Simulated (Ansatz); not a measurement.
# BFH2OSi: taking an electron away

One table from this session's results is given with a row withheld; the runs are named, their logs left out.

Computed with Ansatz 0.2.0, Gaussian basis. Level: unrestricted cation, the program's frozen cores in correlated methods.

The runs, in order: UKS PBE-D4/def2-TZVPP; UKS r2SCAN-D4/def2-TZVPP; UKS PBE0-D4/def2-TZVPP; UKS B3LYP-D4/def2-TZVPP; UKS wB97X-V/def2-TZVPP; UKS wB97M-V/def2-TZVPP; UKS B2PLYP/def2-TZVPP; UHF-CCSD(T)/def2-TZVPP; UHF-MP2/def2-QZVPP; extrapolation to the limit; then −ε(HOMO) from the neutral's earlier runs with LDA (SPW92), PBE-D4, revPBE-D4, BLYP-D4, r2SCAN-D4, B97M-V, PBE0-D4, B3LYP-D4, r2SCANh-D4, r2SCAN0-D4, HSE06-D4, BHLYP-D4, CAM-B3LYP-D4, LC-ωPBE, ωB97X-V, ωB97M-V.

### Structure used throughout

All runs share one geometry, relaxed beforehand with PBE0-D4 in a triple-zeta def2 set.

SMILES `FB1O[SiH2]1`, 6 atoms, charge 0, spin multiplicity 1.

Atoms are counted from 1 here; the program's logs count them from 0.

Bond lengths: F1–B2 1.307 Å, B2–O3 1.344 Å, B2–Si4 1.887 Å, O3–Si4 1.751 Å, Si4–H5 1.481 Å, Si4–H6 1.481 Å. Angles: F1–B2–O3 130.7°, F1–B2–Si4 166.3°, O3–B2–Si4 63.0°, B2–O3–Si4 73.9°, B2–Si4–O3 43.2°, B2–Si4–H5 124.7°, B2–Si4–H6 124.7°, O3–Si4–H5 112.8°, O3–Si4–H6 112.8°, H5–Si4–H6 110.3°.

The first run:

The input, in.yaml:

```yaml
crystal:
  periodic: [false, false, false]
  atoms:
    - {symbol: F, position_ang: [0.367964, -2.252102, 0.866184]}
    - {symbol: B, position_ang: [0.222066, -1.033397, 0.415906]}
    - {symbol: O, position_ang: [1.038862, 0.031637, 0.490160]}
    - {symbol: Si, position_ang: [-0.382387, 0.567737, -0.379872]}
    - {symbol: H, position_ang: [-0.082428, 0.985358, -1.769265]}
    - {symbol: H, position_ang: [-1.122078, 1.636668, 0.330788]}
basis:
  gaussian: {orbitals: def2-TZVPP}
total_charge: 1
magnetization: {spin_polarized: true, initial_magnetization: 1}
hamiltonian: {xc: pbe, dispersion: d4}
```

The run is started by

```
$ ansatz run in.yaml --threads 2 --pin off --events-out ev --progress --plain --max-ram 4352MiB
```

Steps of the session up to this table: Cation, UKS PBE-D4/def2-TZVPP; Cation, UKS r2SCAN-D4/def2-TZVPP; Cation, UKS PBE0-D4/def2-TZVPP; Cation, UKS B3LYP-D4/def2-TZVPP; Cation, UKS wB97X-V/def2-TZVPP; Cation, UKS wB97M-V/def2-TZVPP; Cation, UKS B2PLYP (frozen core)/def2-TZVPP; Cation, UHF-CCSD(T)/def2-TZVPP; Cation, UHF-MP2/def2-QZVPP.

One table of the session follows, with a row left open; its other results are not shown here.

It belongs to the step «Ionisation energies side by side». Orbital estimates, from the neutral's runs:

```
  functional  −ε(HOMO) (eV)
 LDA (SPW92)           6.47
      PBE-D4           6.32
   revPBE-D4           6.26
     BLYP-D4           6.21
   r2SCAN-D4           6.54
      B97M-V           6.60
     PBE0-D4           7.54
    B3LYP-D4           7.35
  r2SCANh-D4           7.00
  r2SCAN0-D4           7.69
    HSE06-D4           7.14
    BHLYP-D4           8.68
CAM-B3LYP-D4           8.90
     LC-ωPBE          10.20
     ωB97X-V              ?
     ωB97M-V           9.69
```

Estimate the missing values for ωB97X-V.

**Answer.** −ε(HOMO) (eV): 9.86. In the column «−ε(HOMO) (eV)» it lies between ωB97M-V (9.69) and LC-ωPBE (10.20).

To keep in mind: The cation may have settled in a state other than its lowest; no search over hole states beyond the program's own was made.
